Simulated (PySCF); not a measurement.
# C3H9GeN: the cost of one run

Computed with PySCF 2.14.0, with density-fitted response routines of our own, on a single molecule in the gas phase. Atoms are numbered from 0 throughout.

## Step 1: The starting structure

14 atoms, charge 0, multiplicity 1; geometry from: GFN2-xTB. The atoms were then displaced at random by about 0.01 Å, so the start is not that level's minimum.

Bonds of the start (Å): C0–N1 1.22, N1–C2 1.42, C2–C3 1.57, C3–Ge4 1.96, C0–H5 1.10, C0–H6 1.10, C2–H7 1.09, C2–H8 1.11, C3–H9 1.10, C3–H10 1.08, Ge4–H11 1.47, Ge4–H12 1.51, Ge4–H13 1.50.

## Step 2: Optimising the geometry at PBE0-D3(BJ)/def2-SVP

What the job is given:

```
{"job": {"xc": "PBE0", "basis": "def2-SVP", "d3": "d3bj", "grid": 1, "shake": 0.01, "kind": "geom"}, "charge": 0, "multiplicity": 1}
C     -2.028170     0.629370    -0.257500
N     -0.941950     0.079570    -0.275420
C     -0.601740    -0.888050     0.707340
C      0.779120    -0.416440     1.294090
Ge     1.724080     0.451810    -0.192830
H     -2.841230     0.447400     0.464530
H     -2.250870     1.395700    -1.016010
H     -0.409460    -1.823570     0.178950
H     -1.362560    -1.029360     1.498880
H      0.567790     0.301650     2.104810
H      1.289270    -1.255570     1.736300
H      1.672570    -0.344570    -1.426600
H      1.229550     1.856740    -0.460600
H      3.166440     0.580250     0.196350
```

Started as:

```
$ OMP_NUM_THREADS=1 python probes_run.py task.json out
```

The driver reads the jobs from task.json and runs them one after another.

**Question.** How long does this first job take on 1 thread of Arm Neoverse V1, shared host, and how much memory does it need?

About 80 s, with a peak of 0.51 GiB.
